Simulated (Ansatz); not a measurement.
# Ge2HSi: the cost of one run

Computed with Ansatz 0.2.0, Gaussian basis. Level: the settings change from run to run.

28 further runs of the same task are left out: 19 that didn't finish, 9 set aside as unsound or not needed.

**1. What is computed**

The geometry is a PBE0/def2-TZVP stationary point (not a proven minimum) with its atoms shifted at random (size 0.040 Å). No spin-orbit coupling is included. The filled d shell of Ge may be among the frozen orbitals whatever the setting's name suggests; the logs give the count.

4 atoms, charge 0, spin multiplicity 4.

Atoms are counted from 1 here; the program's logs count them from 0.

Bond lengths: Ge1–Si2 2.357 Å, Si2–Ge3 2.367 Å, Ge3–H4 1.776 Å. Angles: Ge1–Si2–Ge3 166.5°, Si2–Ge3–H4 47.0°.

**2. BCCD(T)/cc-pVDZ**

in.yaml reads:

```yaml
crystal:
  periodic: [false, false, false]
  atoms:
    - {symbol: Ge, position_ang: [0.002321, -0.232851, 2.591552]}
    - {symbol: Si, position_ang: [0.001507, -0.495122, 0.249179]}
    - {symbol: Ge, position_ang: [0.049451, -0.205474, -2.099767]}
    - {symbol: H, position_ang: [-0.053278, 0.933447, -0.740964]}
basis:
  gaussian: {orbitals: cc-pVDZ}
magnetization: {spin_polarized: false, initial_magnetization: 3}
hamiltonian: {xc: {name: B3LYP}}
correlation: {method: bccd_t, electrons: outside_noble_gas}
scf: {lower_state_search: light}
```

On the command line:

```sh
ansatz run in.yaml --threads 1 --pin off --events-out ev --progress --plain --max-ram 2393MiB
```

**Question.** How long does this run take on 1 thread of Arm Neoverse V1, shared host, and how much memory does it need?

About 25 s, with a peak of 0.28 GiB.
